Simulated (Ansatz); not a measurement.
# NbSi (Fm-3m) in Ansatz: settings compared, part 2 of 2

Ansatz 0.2.0. Earlier steps stand in the parts before.

**4. Relaxation of cell and atoms, PBEsol+D3(BJ)-ATM**

input.yaml reads:

```yaml
crystal:
  lattice:
    - [0.0, 2.57383, 2.57383]
    - [2.57383, 0.0, 2.57383]
    - [2.57383, 2.57383, 0.0]
  atoms:
    - { symbol: Nb, position: [0.0, 0.0, 0.0] }
    - { symbol: Si, position: [0.5, 0.5, 0.5] }
hamiltonian:
  xc: pbesol
  pseudopotentials: { kind: paw }
  dispersion: d3bjatm
kpoints:
  mp_grid: { grid: [9, 9, 9] }
scf:
  occupations: { method: fermi_dirac, width: 0.05 }
output:
  forces: true
  stress: true
  eigenvalues: true
relax:
  f_tol: 0.01
  max_steps: 40
  cell: { stress_tol: 0.05 }
```

Potentials or basis: Ansatz PAW.

Started as:

```sh
> ansatz run input.yaml --threads 2 --pin off --max-ram 5632MiB --backend cpu --events-out ev --progress --plain --runs-dir out
```

Standard output:

```text
Warning: RAYON_NUM_THREADS=2 ignored (pool sized by the plan → 2); use --threads N
Engine: ansatz 0.2.0, aarch64-unknown-linux-gnu
Pseudopotentials: kind: paw
Pseudopotential: Nb, paw, valence charge 13, recommended cutoff 420 eV (normal), Nb.paw.azcp
Pseudopotential: Si, paw, valence charge 4, recommended cutoff 420 eV (normal), Si.paw.azcp
Functional definition: PBEsol
  exchange = pbesol_x
  correlation = pbesol_c
Crystal: 2 atoms, lattice volume = 34.101 Å³
Basis set: ecut = 420 eV, 645 PW (Γ), exchange–correlation on 50×50×50 points (8 copies of the dense FFT grid, shifted against one another)
Bands: 13, of which v1, the nominal top of the filled ones, is band 9 counted from 1 (8 counted from 0)
Symmetry: 48 space group operations
Space group: Fm-3m (ITA 225), of the structure as read, at distance tolerance 3.2e-5 Å
k-points: 35 of 729
Non-local potential: Nb, projectors of the file, l = 0: 3, l = 1: 2, l = 2: 2, l = 3: 1
Non-local potential: Si, projectors of the file, l = 0: 2, l = 1: 2, l = 2: 2
PAW form: soft (Blöchl's): semilocal exchange-correlation on the pseudo side does not see the compensation charge
PAW frozen core: Nb, regenerated for the run's functional, and the local potential with it (the file was generated under x = pbe(κ = 0.804, μ = 0.2195149727645171), c = pbe(β = 0.06672455060314922))
PAW frozen core: Si, regenerated for the run's functional, and the local potential with it (the file was generated under x = pbe(κ = 0.804, μ = 0.2195149727645171), c = pbe(β = 0.06672455060314922))
PAW one-centre angular grid: Nb, 590 points (default); XC on 64 Gauss nodes
PAW one-centre angular grid: Si, 110 points (default); XC on 64 Gauss nodes
Initial density: superposition of atomic densities (neutral atoms: chi_scale 0, normalization atom), corrected by the library's trained network
Initial wavefunctions: pseudopotential atomic-orbital guess
Functional: x = pbesol(κ = 0.804, μ = 0.12345679012345678), c = pbesol(β = 0.046)
SCF iter   1: F=—  HF=-5118.447083 eV  |F-HF|=—  |Δ(HF+E_count)|=         —  Δρ=5.39e-3  dr2=1.51e-2  ethr=1.77e-3  ⟨swp⟩=5.1  Hψ=2727  notcnv=0
preconditioner: auto → none  [metal: Δε(μ)=0.114 eV  Ē_g=6.873 eV  σ=0.050 eV  W_gap=0.44  n_scr=8 (ndim 8)  ℏωp=19.1 eV  f_vac=0.000  D(μ)=1.17/eV (n_scr^D=14)  sad-step TF]
SCF iter   2: F=—  HF=-5118.445122 eV  |F-HF|=—  |Δ(HF+E_count)|=   1.96e-3  Δρ=3.67e-3  dr2=7.47e-3  ethr=8.85e-5  ⟨swp⟩=1.1  Hψ=737  notcnv=0
SCF iter   3: F=—  HF=-5118.443258 eV  |F-HF|=—  |Δ(HF+E_count)|=   1.86e-3  Δρ=3.68e-4  dr2=1.89e-5  ethr=4.40e-5  ⟨swp⟩=2.1  Hψ=583  notcnv=0
SCF iter   4: F=—  HF=-5118.443268 eV  |F-HF|=—  |Δ(HF+E_count)|=   9.37e-6  Δρ=5.78e-5  dr2=5.54e-7  ethr=1.11e-7  ⟨swp⟩=2.4  Hψ=703  notcnv=0
iter 5 did not close the SCF: its close was put off for the readings that it lacked (scf_convergence_deferred on its scf_iter line)
SCF iter   5: F=-5118.443268 eV  HF=-5118.443268 eV  |F-HF|=7.76e-9  |Δ(HF+E_count)|=   1.22e-7  Δρ=5.08e-6  dr2=1.09e-8  ethr=3.26e-9  ⟨swp⟩=2.8  Hψ=783  notcnv=0
SCF iter   6: F=-5118.443268 eV  HF=-5118.443268 eV  |F-HF|=4.55e-11  |Δ(HF+E_count)|=   2.06e-9  Δρ=5.08e-7  dr2=3.05e-11  ethr=6.43e-11  ⟨swp⟩=2.0  Hψ=1413  notcnv=0
SCF 1 converged in 6 iterations: F = -5118.443268 eV  dr2 = 3.05e-11
relax step   1: F+E_penalty+E_count = -5118.44326787 eV  Δ(F+E_penalty+E_count) = +0.000e0 eV  max|allowed force component| = 4.470e-30 eV/Å  Δτ_max = 0.0000 Å  P = -8.707 GPa  Ω = 34.101 Å³  (6 SCF iters, dr2 threshold 1.00e-7 eV, accepted)
Crystal: 2 atoms, lattice volume = 31.294 Å³
[... 38 lines left out ...]
SCF iter   6: F=-5118.497486 eV  HF=-5118.497486 eV  |F-HF|=0.00e0  |Δ(HF+E_count)|=  9.09e-13  Δρ=5.23e-9  dr2=4.16e-15  ethr=1.00e-12  ⟨swp⟩=1.0  Hψ=1050  notcnv=0
SCF 4 converged in 6 iterations: F = -5118.497486 eV  dr2 = 4.16e-15
relax step   4: F+E_penalty+E_count = -5118.49748574 eV  Δ(F+E_penalty+E_count) = -1.055e-4 eV  max|allowed force component| = 3.681e-30 eV/Å  Δτ_max = 0.0000 Å  P = -0.016 GPa  Ω = 32.208 Å³  energy of the carried Pulay correction = +2.756e-4 eV  (6 SCF iters, dr2 threshold 2.00e-7 eV, accepted)
Basis set: ecut = 420 eV, 609 PW (Γ), exchange–correlation on 48×48×48 points (8 copies of the dense FFT grid, shifted against one another)
Initial wavefunctions: pseudopotential atomic-orbital guess (no wavefunctions were taken with the density)
iter 1 solved again at ethr=3.02e-9 eV; its pass at ethr=3.10e-3 eV (dr2=5.13e-7 eV) is discarded
SCF iter   1: F=—  HF=-5118.497245 eV  |F-HF|=—  |Δ(HF+E_count)|=         —  Δρ=5.52e-5  dr2=1.14e-7  ethr=3.02e-9  ⟨swp⟩=3.1  Hψ=4119  notcnv=0
preconditioner: auto → none  [metal: Δε(μ)=0.110 eV  Ē_g=7.179 eV  σ=0.050 eV  W_gap=0.42  n_scr=8 (ndim 8)  ℏωp=19.6 eV  f_vac=0.000  D(μ)=1.50/eV (n_scr^D=14)]
SCF iter   2: F=—  HF=-5118.497248 eV  |F-HF|=—  |Δ(HF+E_count)|=   3.01e-6  Δρ=2.68e-5  dr2=2.36e-8  ethr=6.73e-10  ⟨swp⟩=2.0  Hψ=613  notcnv=0
SCF iter   3: F=—  HF=-5118.497248 eV  |F-HF|=—  |Δ(HF+E_count)|=   3.97e-8  Δρ=2.19e-6  dr2=4.11e-10  ethr=1.39e-10  ⟨swp⟩=2.0  Hψ=762  notcnv=0
SCF iter   4: F=—  HF=-5118.497248 eV  |F-HF|=—  |Δ(HF+E_count)|=  3.14e-10  Δρ=3.95e-7  dr2=3.05e-11  ethr=2.42e-12  ⟨swp⟩=2.1  Hψ=763  notcnv=0
iter 5 did not close the SCF: its close was put off for the readings that it lacked (scf_convergence_deferred on its scf_iter line)
SCF iter   5: F=-5118.497248 eV  HF=-5118.497248 eV  |F-HF|=1.82e-12  |Δ(HF+E_count)|=  1.82e-12  Δρ=1.58e-8  dr2=5.74e-14  ethr=1.00e-12  ⟨swp⟩=1.0  Hψ=455  notcnv=0
SCF iter   6: F=-5118.497248 eV  HF=-5118.497248 eV  |F-HF|=1.82e-12  |Δ(HF+E_count)|=  9.09e-13  Δρ=4.64e-9  dr2=3.19e-15  ethr=1.00e-12  ⟨swp⟩=3.0  Hψ=1522  notcnv=0
SCF 5 converged in 6 iterations: F = -5118.497248 eV  dr2 = 3.19e-15
relax step   5: F+E_penalty+E_count = -5118.49724765 eV  Δ(F+E_penalty+E_count) = +2.381e-4 eV  max|allowed force component| = 4.339e-30 eV/Å  Δτ_max = 0.0000 Å  P = -0.022 GPa  Ω = 32.208 Å³  stress off target by 2.24e-2 GPa  SCF on the basis re-selected at this cell (its energy is not comparable with the rows above)  (6 SCF iters)
basis re-selected at this cell: Δ(F+E_penalty+E_count) = +2.381e-4 eV, ΔP = -0.007 GPa vs the last step (what re-selecting the basis moved, of the pressure what is left beyond the Pulay correction that the steps carried, after the strain that the cell walked since its last selection, with what the two solves' SCF thresholds leave and, on support functions, any second-order correction that the steps lacked; it is no measure of the basis error at this ecutwfc). The dense FFT grid was sized anew with the basis: this SCF ran on 24×24×24 points, the steps before it on 25×25×25, so part of this shift can come from that change (see relax.cell in the input reference). This SCF's stress stands 2.24e-2 GPa from its target on what of the cell is left free (relax.cell.stress_tol is 5.00e-2 GPa) and its largest allowed force component is 4.34e-30 eV/Å (relax.f_tol is 1.00e-2 eV/Å): within both
SCF converged after 6 iterations
Free energy (F): -5118.497248 eV
Harris-Foulkes:  -5118.497248 eV  (|F-HF|=1.82e-12)
Internal energy: -5118.485999 eV  (E = F + TS)
E sigma→0 (E₀):  -5118.491623 eV
Entropy (-TS):   -0.011249 eV (-5.624 meV/atom)
Fermi energy:    14.798748 eV
--- Per-component energies (eV) ---
  E_band       = -82.786719
  E_kinetic    = 438.442598
  E_local      = -875.707180  (includes V_loc(G=0)·N_el)
  E_nonlocal   = 148.928746
  E_hartree    = 289.196950
  E_xc         = -230.925889
  E_vxc        = -261.597599  (∫ρ·V_xc dr)
  E_paw        = -3516.916584  (= ΣΔE_a)
  E_vpaw       = -111.247200  (= ΣTr[D̂ρ^β])
  E_aug_tail   = 0.000014  (compensation charges beyond the density's cutoff)
  E_ewald      = -1370.699103
  E_disp       = -1.025821  (pairwise vdW)
  E_core_change = 0.220270  (= ΣΔE_core)
  E_smearing   = -0.011249  (= −TS)
  E_closure    = 0.000000  (closes the sum)
  Σ components = -5118.497248   (vs F -5118.497248, Δ=0.00e0)
--- Forces (eV/Å), atoms counted from 1 ---
  atom   1  Nb    -0.00000000     0.00000000    -0.00000000
  atom   2  Si     0.00000000    -0.00000000     0.00000000
  max |Σ_I F_I| component: 2.37e-30 eV/Å
--- Stress (GPa, compression-positive) ---
       -0.022427      -0.000000      -0.000000
       -0.000000      -0.022427      -0.000000
       -0.000000      -0.000000      -0.022427
  P = ⅓ Tr σ = -0.0224 GPa (-0.224 kbar)
--- Band table (eV; the first three rows and the last of 35) ---
  k-point 0: bands = ["-40.2177", "-16.2827", "-16.2827", "-16.2827", "3.8737", "13.4270", "13.4270", "13.4270", "14.0637", "14.0637", "17.4183", "17.4183", "17.4183"]
  k-point 1: bands = ["-40.2150", "-16.3151", "-16.2867", "-16.2867", "4.1267", "12.9847", "13.3203", "13.3203", "13.8600", "13.8600", "17.1872", "18.2410", "18.2410"]
  k-point 2: bands = ["-40.2081", "-16.3960", "-16.2969", "-16.2969", "4.8502", "11.8743", "12.5366", "12.5366", "14.3929", "14.3929", "16.8699", "19.9516", "19.9516"]
  k-point 34: bands = ["-40.1879", "-16.4669", "-16.4336", "-16.3756", "6.8812", "10.7855", "11.1404", "11.8956", "16.0798", "16.3766", "17.2794", "17.2914", "19.1657"]
--- Relaxed structure (4 steps of the walk, 4 accepted, 1 SCFs on fresh bases) ---
  F+E_penalty+E_count = -5118.49724765 eV   max|allowed force component| = 4.339e-30 eV/Å   (the final SCF, on the basis selected at the relaxed cell)
  cell:  # Å, volume = 32.2085 Å³
    - [-2.3056558448852547e-33, 2.525301800199601, 2.525301800199601]
    - [2.525301800199601, -3.490329842533479e-33, 2.525301800199601]
    - [2.525301800199601, 2.525301800199601, -1.2101508578127026e-33]
  atoms:
    - { symbol: Nb, position: [1.197238322274424e-33, -1.795857483411635e-33, -9.976986018953543e-34] }
    - { symbol: Si, position: [0.49999999999999994, 0.49999999999999994, 0.49999999999999994] }
```

Run time: 3 s. Hardware: 2 threads of Arm Neoverse V2, shared host; peak memory 0.3 GiB.

What came out:

```yaml
Free_energy: -5118.4972 eV
Relaxed_volume: 16.10 Å³/atom
Relaxed_cell: a = 3.571 Å, b = 3.571 Å, c = 3.571 Å, α = 60.00°, β = 60.00°, γ = 60.00°
Space_group_after_relaxing_to_0.05_Å: Fm-3m (No. 225)
Energy_gained_by_relaxing: 27.0 meV/atom
Ionic_steps: 5
Pressure_after_relaxing: 0.0 GPa
Band_gap_on_the_k_mesh: none (metal or under the smearing width)
```

Step by step:
```
step  energy change (eV)  largest force (eV/Å)  volume (Å³)
   1              0.0000                0.0000        34.10
   2             -0.0401                0.0000        31.29
   3             -0.0541                0.0000        32.28
   4             -0.0542                0.0000        32.21
   5             -0.0540                0.0000        32.21
```

Final structure:
```
Nb Si
1.0
     0.00000    2.52530    2.52530
     2.52530    0.00000    2.52530
     2.52530    2.52530    0.00000
Nb Si
1 1
Direct
  0.00000 0.00000 0.00000
  0.50000 0.50000 0.50000
```

Caveat: the plane-wave basis is chosen anew once the cell has moved, so the energies of steps on either side of that aren't comparable; pairwise dispersion overbinds metals, which lowers pressure and volume; the PAW data sets come from PBE, with cores solved anew for the run's functional, which leaves a small shift of forces and pressure.

**5. Relaxation of cell and atoms, PBEsol+D4**

input.yaml: that of step 4 with these lines changed.

```diff
@@ -11,3 +11,3 @@
   pseudopotentials: { kind: paw }
-  dispersion: d3bjatm
+  dispersion: d4
 kpoints:
```

Started as:

```sh
> ansatz run input.yaml --threads 2 --pin off --max-ram 5632MiB --backend cpu --events-out ev --progress --plain --runs-dir out
```

Run time: 3 s. Hardware: 2 threads of Arm Neoverse V2, shared host; peak memory 0.3 GiB.

The run converged. Its results:

```
Free energy                            : -5117.9325 eV
Relaxed volume                         : 16.35 Å³/atom
Relaxed cell                           : a = 3.590 Å, b = 3.590 Å, c = 3.590 Å, α = 60.00°, β = 60.00°, γ = 60.00°
Space group after relaxing (to 0.05 Å) : Fm-3m (No. 225)
Energy gained by relaxing              : 14.3 meV/atom
Ionic steps                            : 5
Pressure after relaxing                : 0.0 GPa
Band gap on the k mesh                 : none (metal or under the smearing width)
```

Step by step:
```
step  energy change (eV)  largest force (eV/Å)  volume (Å³)
   1              0.0000                0.0000        34.10
   2             -0.0218                0.0000        32.04
   3             -0.0288                0.0000        32.74
   4             -0.0289                0.0000        32.70
   5             -0.0287                0.0000        32.70
```

Final structure:
```
Nb Si
1.0
     0.00000    2.53820    2.53820
     2.53820    0.00000    2.53820
     2.53820    2.53820    0.00000
Nb Si
1 1
Direct
  0.00000 0.00000 0.00000
  0.50000 0.50000 0.50000
```

Levels at points of the mesh, in eV from the Fermi level:
```tsv
k point	band 7	band 8	band 9	band 10	band 11	band 12
(0.00, 0.00, 0.00)	-1.33	-1.33	-0.72	-0.72	2.58	2.58
```

Caveat: the plane-wave basis is chosen anew once the cell has moved, so the energies of steps on either side of that aren't comparable; pairwise dispersion overbinds metals, which lowers pressure and volume; the PAW data sets come from PBE, with cores solved anew for the run's functional, which leaves a small shift of forces and pressure.

**6. The runs side by side**

| level | gap on the mesh (eV) | pressure (GPa) | relaxed volume (Å³/atom) |
| --- | --- | --- | --- |
| PBEsol | none | 0.0 | 16.57 |
| PBEsol+D3(BJ) | none | 0.0 | 16.01 |
| PBEsol+D3(BJ)-ATM | none | 0.0 | 16.10 |
| PBEsol+D4 | none | 0.0 | 16.35 |

Alike in all rows: task relaxation of cell and atoms; potentials or basis Ansatz PAW; no spin polarisation; cell relaxed; k mesh 9 × 9 × 9; cutoff (eV) 420; smearing fermi-dirac 0.05 eV.

Caveats: the plane-wave basis is chosen anew once the cell has moved, so the energies of steps on either side of that aren't comparable; the PAW data sets come from PBE, with cores solved anew for the run's functional, which leaves a small shift of forces and pressure; pairwise dispersion overbinds metals, which lowers pressure and volume (some runs).

Absolute energies hang on the potentials; compare differences alone.
